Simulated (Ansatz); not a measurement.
**AlNH4 + H2O + NH3: a complex and its separated parts**

Aim: how far the complex at one end of a reaction step lies below its separated, relaxed parts, level by level.

Program: Ansatz 0.2.0, Gaussian basis. Level of theory: PBE0-D4/def2-TZVP structures, single points in def2-TZVPP, no counterpoise correction. These are calculated values, not measurements.

Levels: SPW92, PBE-D4, BLYP-D4, r2SCAN-D4, B97M-V, PBE0-D4, B3LYP-D4, r2SCAN0-D4, BHLYP-D4, CAM-B3LYP-D4, wB97X-V, wB97M-V, B2PLYP, PBE-QIDH, RPA on PBE, Hartree-Fock, MP2, CCSD, CCSD(T).

Cores are frozen in the correlated methods. B3LYP uses VWN-RPA correlation. B2PLYP carries no dispersion term here.

113 further runs of the same task are left out: 113 set aside as unsound or not needed.

**1. The system as given**

The complex: 13 atoms, charge 0, spin multiplicity 1.

Atoms are counted from 1 here; the program's logs count them from 0.

Bond lengths: Al1–N2 1.854 Å, Al1–H3 1.598 Å, Al1–H4 1.607 Å, Al1–O6 1.927 Å, N2–H9 1.012 Å, N2–H10 1.012 Å, H5–O6 1.056 Å, O6–H11 0.960 Å, H7–N8 1.037 Å, N8–H12 1.012 Å, N8–H13 1.012 Å. Angles: N2–Al1–H3 112.3°, N2–Al1–H4 115.2°, N2–Al1–O6 100.8°, H3–Al1–H4 120.5°, H3–Al1–O6 104.8°, H4–Al1–O6 99.3°, Al1–N2–H9 115.6°, Al1–N2–H10 116.8°, H9–N2–H10 106.8°, Al1–O6–H5 112.6°, Al1–O6–H11 114.7°, H5–O6–H11 110.6°, H7–N8–H12 109.5°, H7–N8–H13 109.6°, H12–N8–H13 108.3°.

As a file:

| atom | x (Å) | y (Å) | z (Å) |
| --- | --- | --- | --- |
| Al1 | -1.3091 | -0.4202 | -0.8698 |
| N2 | 0.3046 | -1.3147 | -0.6921 |
| H3 | -1.5024 | 0.1969 | -2.3307 |
| H4 | -2.5497 | -1.0846 | -0.0945 |
| H5 | -0.0293 | 1.1234 | 0.6716 |
| O6 | -1.0063 | 1.1028 | 0.2719 |
| H7 | 1.3859 | -0.0430 | 0.3998 |
| N8 | 1.4329 | 0.8299 | 0.9572 |
| H9 | 0.7986 | -1.5014 | -1.5554 |
| H10 | 0.2914 | -2.1816 | -0.1697 |
| H11 | -1.6584 | 1.2197 | 0.9664 |
| H12 | 2.1110 | 1.4584 | 0.5453 |
| H13 | 1.7306 | 0.6143 | 1.9000 |

Its parts: AlNH4 holds atoms 1, 2, 3, 4, 9, 10; H2O holds atoms 5, 6, 11; NH3 holds atoms 7, 8, 12, 13. Each part counts its atoms afresh in its own runs.

**2. Relaxing AlNH4 alone**

File relax-a/in.yaml:

```yaml
crystal:
  periodic: [false, false, false]
  atoms:
    - {symbol: Al, position_ang: [-1.309066, -0.420193, -0.869798]}
    - {symbol: N, position_ang: [0.304565, -1.314718, -0.692054]}
    - {symbol: H, position_ang: [-1.502435, 0.196853, -2.330671]}
    - {symbol: H, position_ang: [-2.549720, -1.084557, -0.094494]}
    - {symbol: H, position_ang: [0.798594, -1.501363, -1.555353]}
    - {symbol: H, position_ang: [0.291406, -2.181608, -0.169689]}
basis:
  gaussian: {orbitals: def2-TZVP}
hamiltonian: {xc: pbe0, dispersion: d4}
relax: {f_tol: 0.005, max_steps: 200}
```

Command:

```bash
$ ansatz run in.yaml --threads 4 --pin off --events-out ev --progress --plain --max-ram 9574MiB
```

The runs that follow: Relaxing H2O alone; Relaxing NH3 alone; SPW92/def2-TZVPP; PBE-D4/def2-TZVPP; BLYP-D4/def2-TZVPP; r2SCAN-D4/def2-TZVPP; B97M-V/def2-TZVPP; PBE0-D4/def2-TZVPP; B3LYP-D4/def2-TZVPP; r2SCAN0-D4/def2-TZVPP; BHLYP-D4/def2-TZVPP; CAM-B3LYP-D4/def2-TZVPP; wB97X-V/def2-TZVPP; wB97M-V/def2-TZVPP; B2PLYP/def2-TZVPP; PBE-QIDH/def2-TZVPP; RPA on PBE/def2-TZVPP; CCSD(T)/def2-TZVPP; Vibrations of AlNH4; Vibrations of H2O; Vibrations of NH3.

**Question.** What will these runs give? Wanted: complex less parts, CCSD(T)/def2-TZVPP; with zero-point energy; largest T1 diagnostic.

**Answer**, as computed:

| quantity | value |
| --- | --- |
| complex less parts, CCSD(T)/def2-TZVPP | -33.8 kcal/mol |
| with zero-point energy | -29.0 kcal/mol |
| largest T1 diagnostic | 0.011 |

At CCSD(T) the complex lies 33.8 kcal/mol below its parts. BLYP-D4 is the best functional here (-0.6 kcal/mol from CCSD(T)); SPW92 is the worst (-17.7 kcal/mol). By rung, the mean size of the error is: LDA 17.7, GGA 2.4, meta-GGA 2.5, hybrid 2.5, range-separated hybrid 1.8, double hybrid 1.7 kcal/mol. PBE-D4 gives a relative energy 4.2 kcal/mol too low, outside chemical accuracy (1 kcal/mol). No counterpoise was applied, and triple zeta lacks some correlation, so the CCSD(T) reference has a basis error of its own, and close matches with it are partly luck.
